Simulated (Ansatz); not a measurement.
# Sr8BiTi7O23: the cost of one run

Method: density functional theory in Ansatz 0.2.0, PAW datasets, plane waves.

## 1. Starting point

39 atoms (8 Sr, 1 Bi, 7 Ti, 23 O); a = 7.783 Å, b = 7.783 Å, c = 7.783 Å, α = 90.00°, β = 90.00°, γ = 90.00°. All atoms were shaken off their sites by about 0.02 Å along each axis. Defect site 1: (0.250, 0.250, 0.250). Defect site 2: (0.750, 0.750, 0.000). Starting moments add up to 1 μB.

The runs, in order: (2) PBEsol relaxation at the single k point (¼, ¼, ¼), on 8 threads of AMD EPYC 9R45; (3) r²SCAN single point at the single k point (¼, ¼, ¼), on 8 threads of AMD EPYC 9R45.

## 2. Relaxation of the positions (PBEsol)

in.yaml reads:

```yaml
crystal:
  lattice:
    - [7.782821, 0.000000, 0.000000]
    - [0.000000, 7.782821, 0.000000]
    - [0.000000, 0.000000, 7.782821]
  atoms:
    - { symbol: Sr, position: [0.995786, 0.000800, 0.998529] }
    - { symbol: Sr, position: [0.002659, 0.001975, 0.502133] }
    - { symbol: Sr, position: [0.998935, 0.502642, 0.999530] }
    - { symbol: Sr, position: [0.997504, 0.501670, 0.502836] }
    - { symbol: Sr, position: [0.503837, 0.999151, 0.998417] }
    - { symbol: Sr, position: [0.502233, 0.996533, 0.494073] }
    - { symbol: Sr, position: [0.495618, 0.495232, 0.000819] }
    - { symbol: Sr, position: [0.500208, 0.499390, 0.501981] }
    - { symbol: Bi, position: [0.253683, 0.249967, 0.252998], spin: 0.111 }
    - { symbol: Ti, position: [0.249029, 0.252144, 0.753246] }
    - { symbol: Ti, position: [0.250796, 0.748820, 0.246164] }
    - { symbol: Ti, position: [0.248827, 0.753266, 0.748210] }
    - { symbol: Ti, position: [0.748941, 0.245993, 0.254813] }
    - { symbol: Ti, position: [0.751421, 0.246998, 0.747789] }
    - { symbol: Ti, position: [0.758232, 0.752700, 0.254034], spin: 0.111 }
    - { symbol: Ti, position: [0.745473, 0.747855, 0.747774], spin: 0.111 }
    - { symbol: O, position: [0.252369, 0.249551, 0.999068], spin: 0.111 }
    - { symbol: O, position: [0.252321, 0.248517, 0.497531], spin: 0.111 }
    - { symbol: O, position: [0.250495, 0.751504, 0.000125] }
    - { symbol: O, position: [0.247389, 0.750646, 0.496160] }
    - { symbol: O, position: [0.755569, 0.253559, 0.999390] }
    - { symbol: O, position: [0.750232, 0.249130, 0.497605] }
    - { symbol: O, position: [0.752174, 0.748314, 0.495830] }
    - { symbol: O, position: [0.999708, 0.249999, 0.251975], spin: 0.111 }
    - { symbol: O, position: [0.999778, 0.251784, 0.750273] }
    - { symbol: O, position: [0.002996, 0.746334, 0.246012] }
    - { symbol: O, position: [0.001168, 0.746124, 0.752352] }
    - { symbol: O, position: [0.497919, 0.254984, 0.251869], spin: 0.111 }
    - { symbol: O, position: [0.500487, 0.250886, 0.750953] }
    - { symbol: O, position: [0.501622, 0.748023, 0.250215] }
    - { symbol: O, position: [0.497932, 0.749631, 0.749090] }
    - { symbol: O, position: [0.249049, 0.999173, 0.252491], spin: 0.111 }
    - { symbol: O, position: [0.250035, 0.000583, 0.749469] }
    - { symbol: O, position: [0.251364, 0.503265, 0.248927], spin: 0.111 }
    - { symbol: O, position: [0.252257, 0.500809, 0.750096] }
    - { symbol: O, position: [0.749193, 0.998903, 0.243415] }
    - { symbol: O, position: [0.746838, 0.996415, 0.748249] }
    - { symbol: O, position: [0.749574, 0.493688, 0.246369] }
    - { symbol: O, position: [0.750019, 0.502235, 0.750570] }
  symmetry: { detect: false }
kpoints:
  mp_grid: { grid: [1, 1, 1], shift: [0.25, 0.25, 0.25] }
hamiltonian:
  xc: pbesol
magnetization:
  spin_polarized: true
scf:
  occupations: { method: fermi_dirac, width: 0.01 }
relax:
  f_tol: 0.03
  max_steps: 80
  escape_saddle: false
  adjacent_minimum: "off"
output:
  forces: true
  eigenvalues: true
  populations: true
```

Run with:

```console
ansatz run in.yaml --threads 8 --pin off --max-ram 13300MiB --runs-dir r --events-out ev --progress --plain
```

**Question.** How long does this run take on 8 threads of AMD EPYC 9R45, shared host, and how much memory does it need?

About 53 s, with a peak of 1.5 GiB.
